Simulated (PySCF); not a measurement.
# C8H7NSe: the cost of one run

Programs: PySCF 2.14.0, with routines of our own; each step states its level. All values are computed. Atoms count from 0.

## (1) The system as given

17 atoms, charge 0, multiplicity 1; geometry from: GFN2-xTB.

## (2) Geometry optimisation at PBE0-D3(BJ)/def2-SVP

The job: settings as JSON, then the geometry in Å.

```
{"job": {"xc": "PBE0", "basis": "def2-SVP", "d3": "d3bj", "grid": 1, "maxiter": 30, "shake": 0.01, "kind": "geom"}, "charge": 0, "multiplicity": 1}
C     -2.717540    -0.616470    -0.023860
C     -1.314200    -0.153660    -0.086050
C     -0.322620    -0.963940     0.420190
C      1.055560    -0.567500     0.395690
C      1.348190     0.651950    -0.163070
Se     3.168030     1.307900    -0.243340
C      4.009400    -0.135520     0.494670
N      4.571250    -1.020170     0.950330
C      0.362310     1.491580    -0.647830
C     -0.958820     1.076200    -0.620300
H     -2.840950    -1.627990    -0.344720
H     -3.102020    -0.527440     1.002190
H     -3.393470     0.045540    -0.666600
H     -0.574640    -1.916330     0.866570
H      1.785160    -1.226700     0.800490
H      0.627510     2.457890    -1.088230
H     -1.719670     1.736500    -1.035970
```

On the command line:

```console
OMP_NUM_THREADS=1 python heavy_run.py task.json out
```

One launch serves the whole session: the jobs run in the order shown.

**Question.** How long does this first job take on 1 thread of Arm Neoverse V2, shared host, and how much memory does it need?

About 2.7 min, with a peak of 0.9 GiB.
